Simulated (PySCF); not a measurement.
# F2Fe (FeF2): the cost of one run

Computed with PySCF 2.14.0, with density-fitted response routines of our own, on a single molecule in the gas phase. Atoms count from 0, in the outputs and in this text.

**1. Starting geometry**

3 atoms, charge 0, multiplicity 5; geometry from: GFN2-xTB. The atoms were then displaced at random by about 0.03 Å, so the start is not that level's minimum.

Bonds of the start (Å): Fe0–F1 1.77, Fe0–F2 1.81.

**2. Optimising the geometry at PBE0-D3(BJ)/def2-SVP**

The job: settings as JSON, then the geometry in Å.

```
{"job": {"xc": "PBE0", "basis": "def2-SVP", "d3": "d3bj", "grid": 1, "maxiter": 40, "shake": 0.03, "kind": "geom"}, "charge": 0, "multiplicity": 5}
Fe    -0.514180    -0.407430     0.004940
F      0.259800     0.136080     1.506610
F      0.237970     0.174140    -1.531440
```

Command:

```
$ OMP_NUM_THREADS=1 python probes_run.py task.json out
```

One launch serves the whole session: the jobs run in the order shown.

**Question.** How long does this first job take on 1 thread of Arm Neoverse N1, shared host, and how much memory does it need?

About 54 s, with a peak of 0.26 GiB.
